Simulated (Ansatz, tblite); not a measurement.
# [TaO2(OH)2]- (TaH2O4−): one state, many levels

One table from this session's results is given with a row withheld; the runs are named, their logs left out.

Method: as each input shows; program: Ansatz 0.2.0, Gaussian basis.

Plan: GFN1-xTB, GFN2-xTB, PBE-D4/def2-TZVPD, r2SCAN-D4/def2-TZVPD, B97M-V/def2-TZVPD, CAM-B3LYP-D4/def2-TZVPD, B2PLYP/def2-TZVPD, BLYP-D4/def2-TZVPD, r2SCAN0-D4/def2-TZVPD, BHLYP-D4/def2-TZVPD, ωB97M-V/def2-TZVPD, PBE+5HF/def2-TZVPD, PBE+10HF/def2-TZVPD, PBE+15HF/def2-TZVPD, PBE+35HF/def2-TZVPD, PBE+50HF/def2-TZVPD, PBE-D4/def2-SVPD, PBE0-D4/def2-SVPD, CCSD(T)/def2-SVPD, MP2/def2-TZVPD, RPA/def2-TZVPD.

## The geometry

The geometry is that of the singlet, from an earlier relaxation (PBE-D4/def2-SVPD).

7 atoms, charge -1, spin multiplicity 1.

Bond lengths: Ta1–O2 1.797 Å, Ta1–O3 1.797 Å, Ta1–O4 2.011 Å, Ta1–O6 2.011 Å, O4–H5 0.970 Å, O6–H7 0.970 Å. Angles: O2–Ta1–O3 110.3°, O2–Ta1–O4 109.2°, O2–Ta1–O6 109.3°, O3–Ta1–O4 108.6°, O3–Ta1–O6 108.5°, O4–Ta1–O6 111.0°, Ta1–O4–H5 116.5°, Ta1–O6–H7 116.5°.

Formally the metal is d0. Ta takes a core potential in the def2 sets. No spin-orbit coupling is included. The ion is computed in the gas phase, without counter-ions or solvent.

PBE0-D4/def2-TZVPD was run before; its log isn't repeated, and its numbers join the tables.

Set-up of the first run:

Tight binding, by tblite at 300 K electronic temperature and without a spin-polarisation term:

```python
tblite.interface.Calculator('GFN1-xTB', numbers, positions, charge=-1, uhf=0).singlepoint()
```

Tight binding, by tblite at 300 K electronic temperature and without a spin-polarisation term:

```python
tblite.interface.Calculator('GFN2-xTB', numbers, positions, charge=-1, uhf=0).singlepoint()
```

start.molden holds the orbitals of an earlier run on this state, given as this run's starting guess.

The input, in.yaml:

```yaml
crystal:
  periodic: [false, false, false]
  atoms:
    - {symbol: Ta, position_ang: [0.184407, 0.085095, 0.394026]}
    - {symbol: O, position_ang: [0.288746, 0.409683, 2.158403]}
    - {symbol: O, position_ang: [1.826186, 0.079578, -0.336726]}
    - {symbol: O, position_ang: [-0.901468, 1.532315, -0.482942]}
    - {symbol: H, position_ang: [-0.536301, 1.915103, -1.295926]}
    - {symbol: O, position_ang: [-0.651776, -1.719671, 0.100269]}
    - {symbol: H, position_ang: [-0.209793, -2.302114, -0.537102]}
basis:
  gaussian: {orbitals: def2-TZVPD, initial_orbitals: start.molden}
total_charge: -1
hamiltonian: {xc: pbe, dispersion: d4}
scf: {omitted_lower_state_checks: [starts]}
output: {orbitals: {seedname: orbitals}}
```

Started as:

```
$ ansatz run in.yaml --threads 4 --pin off --events-out ev --progress --plain --max-ram 3916MiB
```

Among the steps run: PBE-D4/def2-TZVPD; r2SCAN-D4/def2-TZVPD; B97M-V/def2-TZVPD; CAM-B3LYP-D4/def2-TZVPD; B2PLYP/def2-TZVPD; BLYP-D4/def2-TZVPD; r2SCAN0-D4/def2-TZVPD; BHLYP-D4/def2-TZVPD; ωB97M-V/def2-TZVPD; PBE+5HF/def2-TZVPD; PBE+10HF/def2-TZVPD; PBE+15HF/def2-TZVPD; PBE+35HF/def2-TZVPD; PBE+50HF/def2-TZVPD; PBE-D4/def2-SVPD; PBE0-D4/def2-SVPD; CCSD(T)/def2-SVPD; MP2/def2-TZVPD; RPA/def2-TZVPD.

One table of the session follows, with a row left open; its other results are not shown here.

It belongs to the step «Levels side by side». 

| level | HOMO (eV) | LUMO (eV) | gap (eV) |
| --- | --- | --- | --- |
| PBE-D4/def2-SVPD | -1.05 | 2.72 | 3.77 |
| PBE-D4/def2-TZVPD | -0.98 | 2.54 | 3.52 |
| BLYP-D4/def2-TZVPD | -0.90 | 2.52 | 3.42 |
| r2SCAN-D4/def2-TZVPD | -1.24 | 3.07 | 4.32 |
| B97M-V/def2-TZVPD | -1.33 | 2.59 | 3.91 |
| PBE0-D4/def2-SVPD | -2.55 | 3.35 | 5.90 |
| PBE0-D4/def2-TZVPD | -2.46 | 3.10 | 5.56 |
| r2SCAN0-D4/def2-TZVPD | -2.68 | 3.42 | 6.10 |
| BHLYP-D4/def2-TZVPD | ? | ? | ? |
| CAM-B3LYP-D4/def2-TZVPD | -3.93 | 3.55 | 7.48 |
| ωB97M-V/def2-TZVPD | -4.86 | 3.70 | 8.57 |
| PBE+5HF/def2-TZVPD | -1.27 | 2.65 | 3.93 |
| PBE+10HF/def2-TZVPD | -1.57 | 2.77 | 4.34 |
| PBE+15HF/def2-TZVPD | -1.86 | 2.88 | 4.74 |
| PBE+35HF/def2-TZVPD | -3.07 | 3.30 | 6.37 |
| PBE+50HF/def2-TZVPD | -3.99 | 3.58 | 7.58 |

Q: Estimate the row for BHLYP-D4/def2-TZVPD from the others.

As computed: HOMO (eV): -3.92; LUMO (eV): 3.43; gap (eV): 7.35. In the column «HOMO (eV)» it lies between CAM-B3LYP-D4/def2-TZVPD (-3.93) and PBE+35HF/def2-TZVPD (-3.07).
